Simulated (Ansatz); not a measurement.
A run of Ansatz 0.2.0 is set up as follows.

Contents of input.yaml:

```yaml
crystal:
  lattice:
    - [3.00789, 0.0, 0.0]
    - [0.0, 3.00789, 0.0]
    - [0.0, 0.0, 3.00789]
  atoms:
    - { symbol: W, position: [0.5, 0.5, 0.5] }
    - { symbol: S, position: [0.0, 0.0, 0.0] }
hamiltonian:
  xc: blyp
  pseudopotentials: { kind: paw }
kpoints:
  mp_grid: { grid: [5, 5, 5] }
scf:
  occupations: { method: fermi_dirac, width: 0.05 }
  n_extra_bands: 6
output:
  forces: true
  stress: true
  eigenvalues: true
  dos: { projected: true, de: 0.05, nscf_kmesh: { grid: [8, 8, 8] } }
  write_density: true
  write_potential: true
  elf: true
  volumetric_format: npy
```

Potentials or basis: Ansatz PAW.

Launch:

```bash
$ ansatz run input.yaml --threads 2 --pin off --max-ram 5632MiB --backend cpu --events-out ev --progress --plain --runs-dir out
```

(1) What does it give for the density of states at the Fermi level?

(2) Predict the band gap on the k mesh.

(3) Estimate the pressure.

Answers

(1) 1.59 states/eV per cell.

(2) none (metal or under the smearing width).

(3) 14.2 GPa.

Caveat: the k mesh is coarse (spacing up to 0.42 Å⁻¹), so the values aren't converged; the PAW data sets come from PBE, with cores solved anew for the run's functional, which leaves a small shift of forces and pressure.
